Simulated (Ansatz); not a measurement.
# SiHg: the cost of one run

Program: Ansatz 0.2.0. Level of theory: DFT PBE, scalar-relativistic, plane waves, PAW. These are calculated values, not measurements.

2 further runs of the same task are left out: 1 that didn't finish, 1 set aside as unsound or not needed.

## (1) The structure to begin with

It takes space group P4/mmm (No. 123, tetragonal). The conventional cell has a = 4.197 Å, b = 4.197 Å, c = 2.968 Å, α = 90.00°, β = 90.00°, γ = 90.00°. Si (site symmetry 4/mmm) has 4 Hg at 2.97 Å and 2 Si at 2.97 Å as nearest neighbours. Hg (site symmetry 4/mmm) has 4 Si at 2.97 Å and 2 Hg at 2.97 Å as nearest neighbours.

Structure file:

```cif
data_structure
_symmetry_space_group_name_H-M 'P4/mmm'
_symmetry_Int_Tables_number 123
_cell_length_a 4.1967
_cell_length_b 4.1967
_cell_length_c 2.9675
_cell_angle_alpha 90.000
_cell_angle_beta 90.000
_cell_angle_gamma 90.000
_cell_volume 52.27
loop_
_atom_site_label
_atom_site_type_symbol
_atom_site_symmetry_multiplicity
_atom_site_Wyckoff_symbol
_atom_site_fract_x
_atom_site_fract_y
_atom_site_fract_z
_atom_site_occupancy
Si1 Si 1 a 0.00000 0.00000 0.00000 1
Hg1 Hg 1 c 0.50000 0.50000 0.00000 1
```

Recipe of the guess: ordered superstructure of sc (P4/mmm, No. 123). The dimensions are guesses.

## (2) A first look at the guess

input.yaml reads:

```yaml
crystal:
  lattice:
    - [4.19674544, 0.0, 0.0]
    - [0.0, 4.19674544, 0.0]
    - [0.0, 0.0, 2.96754716]
  atoms:
    - { symbol: Si, position: [0.0, 0.0, 0.0] }
    - { symbol: Hg, position: [0.5, 0.5, 0.0] }
basis:
  ecutwfc: 420
kpoints:
  mp_grid: { grid: [4, 4, 6] }
hamiltonian:
  xc: pbe
scf:
  occupations: { method: gaussian, width: 0.1 }
  lower_state_search: "off"
output:
  forces: true
  stress: true
  eigenvalues: true
```

Started as:

```sh
$ ansatz run input.yaml --threads 1 --pin off --max-ram 2048MiB --backend cpu --events-out ev --progress --plain --runs-dir out
```

**Question.** How long does this run take on 1 thread of Intel Xeon at 2.80GHz (Skylake/Cascade Lake), shared host, and how much memory does it need?

About 1.1 s, with a peak of 0.35 GiB.
